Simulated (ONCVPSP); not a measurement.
# As: the cost of one run

Program: ONCVPSP 4.0.1. Reference atom: PBE, scalar-relativistic, spherical and spin-unpolarised. All values are calculated.

## (1) The design

Typed settings, in words:

```json
{
 "element": "arsenic (As, Z = 33)",
 "type": "optimised norm-conserving Vanderbilt (ONCV)",
 "frozen core": "[Ne]",
 "valence charge": "23",
 "reference configuration": "3s2 3p6 3d10 4s2 4p3",
 "partial waves": "3s+4s: rc 1.10 bohr, ncon 5, nbas 10, qcut 9 1/bohr, 2 projectors; 3p+4p: rc 1.00 bohr, ncon 5, nbas 8, qcut 14.9 1/bohr, 2 projectors; 3d: rc 1.05 bohr, ncon 3, nbas 8, qcut 14.5 1/bohr, 2 projectors, debl 1.9 Ha",
 "local potential": "polynomial inside 0.65 bohr (lpopt 5, dvloc0 0 Ha)",
 "core correction": "Teter function, fcfact 4, rcfact 1.6"
}
```

The nodes and maxima of the atom's own shells, from an earlier all-electron run, set the scale for the radii.

All-electron outer shells of the reference configuration (PBE, scalar-relativistic, ld1.x):

```
shell  level (eV)  outermost node (bohr)  outermost maximum (bohr)
   2s    -1486.76                   0.06                      0.17
   2p    -1303.65                      –                      0.14
   3s     -190.31                   0.25                      0.52
   3p     -133.68                   0.22                      0.52
   3d      -40.65                      –                      0.47
   4s      -14.49                   0.73                      1.61
   4p       -5.19                   0.78                      2.00
```

## (2) Generation

As.dat reads:

```
# ATOM AND REFERENCE CONFIGURATION
# atsym  z   nc   nv     iexc    psfile
  As 33.00    3    5        4      upf
#
#   n    l    f
    1    0    2.00
    2    0    2.00
    2    1    6.00
    3    0    2.00
    3    1    6.00
    3    2   10.00
    4    0    2.00
    4    1    3.00
#
# PSEUDOPOTENTIAL AND OPTIMIZATION
# lmax
    2
#
#   l,   rc,      ep,       ncon, nbas, qcut
    0    1.10    0.00    5   10    9.00
    1    1.00    0.00    5    8   14.90
    2    1.05    0.00    3    8   14.50
#
# LOCAL POTENTIAL
# lloc, lpopt,  rc(5),   dvloc0
    4    5    0.65    0.00
#
# VANDERBILT-KLEINMAN-BYLANDER PROJECTORs
# l, nproj, debl
    0    2    2.40
    1    2    3.90
    2    2    1.90
#
# MODEL CORE CHARGE
# icmod, fcfact, rcfact
    3    4.00    1.60
#
# LOG DERIVATIVE ANALYSIS
# epsh1, epsh2, depsh
   -8.00    5.00    0.04
#
# OUTPUT GRID
# rlmax, drl
    6.00    0.01
#
# TEST CONFIGURATIONS
# ncnf
    4
# nvcnf
#   n    l    f
    5
    3    0    2.00
    3    1    6.00
    3    2   10.00
    4    0    2.00
    4    1    2.00
#
    5
    3    0    2.00
    3    1    6.00
    3    2   10.00
    4    0    2.00
    4    1    1.00
#
    5
    3    0    2.00
    3    1    6.00
    3    2   10.00
    4    0    2.00
    4    1    0.00
#
    5
    3    0    2.00
    3    1    6.00
    3    2    9.00
    4    0    2.00
    4    1    3.00
#
```

Started as:

```
$ oncvpsp.x < As.dat > As.out
```

**Question.** How long does this run take on 1 thread of Intel Xeon Platinum 8259CL at 2.50GHz, shared host?

About 6.4 s.
